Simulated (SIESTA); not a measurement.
**HfB: equation of state with WC**

The system is HfB.

```
CELL_PARAMETERS angstrom
0.00000 2.31000 2.31000
2.31000 0.00000 2.31000
2.31000 2.31000 0.00000
ATOMIC_POSITIONS crystal
Hf 0.50000 0.50000 0.50000
B 0.00000 0.00000 0.00000
```

| Quantity | Value |
| --- | --- |
| Program | SIESTA 5.4.2 |
| Task | equation of state |
| Functional | WC |
| Potentials or basis | PseudoDojo 0.4 standard (PBEsol files) |
| Basis | TZ (energy shift 0.01 Ry) |
| Grid cutoff | 800 Ry |
| Energy shift | 0.01 Ry |
| k mesh | 10 × 10 × 10 |
| Occupations | fermi-dirac, width 0.05 eV |
| Spin | no spin polarisation |

| Property | Result |
| --- | --- |
| Equilibrium volume | 13.54 Å³/atom (rough: see the caveat) |
| Bulk modulus | 206 GPa (rough) |

Energy against volume, from the lowest point:
```csv
volume (Å³/atom),energy (meV/atom)
11.587,217.14
11.833,157.87
12.080,108.88
12.326,69.26
12.573,38.44
12.819,15.60
13.066,0.00
```

All runs of the series together: 4.2 min on 1 thread of Arm Neoverse V2, with other jobs on the host.

Caveat: the basis has no polarisation orbitals; the minimum lies outside the volumes run; semicore shells carry a single zeta, which can move pressures by several GPa and volumes by a few percent; the potentials were made for another functional, which shifts forces and pressure; the basis of atomic orbitals isn't converged, which shifts pressures, moduli and gaps. The run has no spin-orbit coupling, so splittings on Hf are missing.
